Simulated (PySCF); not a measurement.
# The bond of ScB, level by level

An exercise on one series of results from a longer session: the logs are not shown, and one member is left open.

The runs use PySCF 2.14.0; Sc def2-TZVPP, B def2-TZVPP, no relativity.

The first run:

A driver script around PySCF takes these settings:

```json
{
  "atoms": "Sc, B",
  "charge": "0",
  "basis": "Sc def2-TZVPP, B def2-TZVPP",
  "Hamiltonian": "no relativity",
  "basis functions": "95",
  "electrons treated": "26",
  "masses in u": "44.9559, 11.0093",
  "levels": "PBE0, PBE, r²SCAN, LDA, B97-3, TPSS, M06-2X, ωB97X-V, HF, MP2, SCS-MP2, CCSD, CCSD(T)",
  "grid": "80 radial by 434 angular points",
  "occupations": "held fixed by the projection of orbital angular momentum",
  "dissociation limit": "Sc + B, each in its ground configuration",
  "starting distance in angstrom": "2.135",
  "values of 2S to try": "0, 2, 4"
}
```

The run is started by

```console
$ OMP_NUM_THREADS=1 python dia.py task.json out
```

Steps of the session up to this table: Input; PBE0 along the bond; Higher solutions at PBE0; PBE; r²SCAN; LDA (local density); B97-3 (global hybrid GGA); TPSS; M06-2X; ωB97X-V (range-separated hybrid); UHF (mean field); MP2 and coupled cluster.

One table of the session follows, with a row left open; its other results are not shown here.

It belongs to the step «The curves together». Energy (eV) from each level's lowest point:

```
R (Å)    UHF  UHF-MP2  UHF-SCS-MP2  UHF-CCSD  UHF-CCSD(T)
1.784  0.965    0.560        0.591       n/a          n/a
1.867  0.508    0.162        0.195     0.381        0.411
1.950  0.227    0.000        0.014     0.121        0.139
2.013  0.104    0.023        0.000     0.025        0.036
2.075  0.034    0.123        0.052     0.000        0.000
2.137      ?        ?            ?         ?            ?
2.220  0.000    0.440        0.264     0.140        0.112
2.324  0.053    0.675        0.445     0.346        0.311
2.449  0.174    0.958        0.680     0.645        0.625
2.615  0.398    1.332        1.010       n/a          n/a
```

Q: Estimate the row for R (Å) = 2.137 from the others.

Worked estimate for «UHF». A straight line through the neighbours (2.075, 0.034) and (2.220, 0.000) gives 0.034 + (0.000 − 0.034) × (2.137 − 2.075) / (2.220 − 2.075) = 0.019; a parabola fitted to 4 rows on both sides gives 0.003.

The run gave: UHF: 0.000; UHF-MP2: 0.254; UHF-SCS-MP2: 0.134; UHF-CCSD: 0.032; UHF-CCSD(T): 0.019. In «UHF» the line misses by +0.019 and the parabola by +0.003.
